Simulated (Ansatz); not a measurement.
What does this script print? It uses the Ansatz DFT code, driven from Python.

The script, `deck.py`:
```python
"""Single point of Ge through the engine session."""

import ansatz as az


def main() -> None:
    inputs = {
        "crystal": {
            "lattice": [
                [-2.495898, 2.650863, 1.436947],
                [2.495898, -2.650863, 1.436947],
                [2.495898, 2.650863, -1.436947],
            ],
            "atoms": [
                {"symbol": "Ge", "position": [0.185943, 0.935943, 0.25]},
                {"symbol": "Ge", "position": [0.814057, 0.064057, 0.75]},
            ],
        },
        "kpoints": {"mp_grid": {"grid": [9, 9, 9]}},
        "hamiltonian": {"xc": "lda"},
        "scf": {"occupations": {"method": "fermi_dirac", "width": 0.2}},
        "basis": {"ecutwfc": "35 Ry"},
        "output": {"forces": True, "stress": True, "eigenvalues": True},
    }

    out = az.Session.from_dict(inputs).plan().execute()
    rep = out.report

    print(f"free energy      {rep['free_energy_ev']:.5f} eV")
    print(f"per atom         {rep['free_energy_ev'] / len(out.lattice.sites):.5f} eV")
    print(f"SCF iterations   {rep['n_iterations']}  (converged: {rep['converged']})")

    edges = rep.get("band_edges_ev")
    if edges:
        print(f"band edges on the mesh: {edges[0]:.3f} and {edges[1]:.3f} eV, gap {edges[1] - edges[0]:.3f} eV")
    else:
        print("no band edges reported (a metal, or a gap too narrow for this smearing); Fermi level", round(rep["fermi_energy_ev"], 3), "eV")


if __name__ == "__main__":
    main()
```

```console
$ python deck.py
free energy      -8431.07961 eV
per atom         -4215.53980 eV
SCF iterations   6  (converged: True)
no band edges reported (a metal, or a gap too narrow for this smearing); Fermi level 10.457 eV
```

These settings explore the input space; cutoff and mesh may be short of convergence. The zero of the levels is a convention of the potentials, so an absolute Fermi energy is no work function. The smearing is wide enough that free energy and stress hold a thermal part of the electrons. This isn't the structure that Ge takes at ambient conditions. Levels are Kohn-Sham eigenvalues on this mesh, without spin-orbit coupling. Hardware and time: 5.2 s on 1 thread of Arm Neoverse V1, on a shared host, peak memory 0.4 GiB.

(Lines on the test bed's own set-up are left out of the output.)
